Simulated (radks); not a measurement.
# Excited configurations of Hf⁵⁶⁺

The task here is to estimate one member of a computed series from the others.

The numbers are computed with radks (a radial shooting solver on a logarithmic mesh, Libxc functionals) version 1 (scalar-relativistic Kohn-Sham, PBE, spin-polarised, spherical densities, finite nucleus; open shells are filled with parallel spins first), except any that are marked as measured or tabulated.

## Starting point

| Item | Value |
| --- | --- |
| element | hafnium (Z = 72) |
| charge | +56 |
| electrons | 16 |
| configuration | [Ne] 3s2 3p4 |
| nuclear rms radius | 5.347 fm |

Outer shells as boxes (Hund's rule):

Hf⁵⁶⁺
```
[Ne] core
3s [↑↓]
3p [↑↓][↑ ][↑ ]
```

Set-up of the first run:

The run's settings:

```text
Z 72
configuration [Ne] 3s2 3p4
relativity scalar-relativistic
functional pbe,pbe
spin polarised
nucleus finite rms 5.347 fm
c 137.035999084
```

Steps of the session up to this table: Ground configuration: [Ne] 3s2 3p4.

One table of the session follows, with a row left open; its other results are not shown here.

It belongs to the step «Ground configuration: [Ne] 3s2 3p4». Radial moments (bohr):

```
  level      <r>  outermost maximum (interpolated)  90 % within  nodes
  2s up  0.07955                            0.0677        0.123      1
2s down  0.07953                            0.0677        0.123      1
  2p up  0.07081                            0.0553        0.115      0
2p down  0.07081                            0.0553        0.115      0
  3s up        ?                                 ?            ?      ?
3s down   0.1932                             0.183        0.281      2
  3p up   0.1894                             0.178        0.280      1
3p down   0.1895                             0.178        0.281      1
```

Q: Estimate the row for 3s up from the others.

The run gave: <r>: 0.1930; outermost maximum (interpolated): 0.183; 90 % within: 0.280; nodes: 2. In the column «<r>» it lies between 3p down (0.1895) and 3s down (0.1932).

To keep in mind: Open shells are spherical and high-spin; term and fine-structure splittings are not resolved.
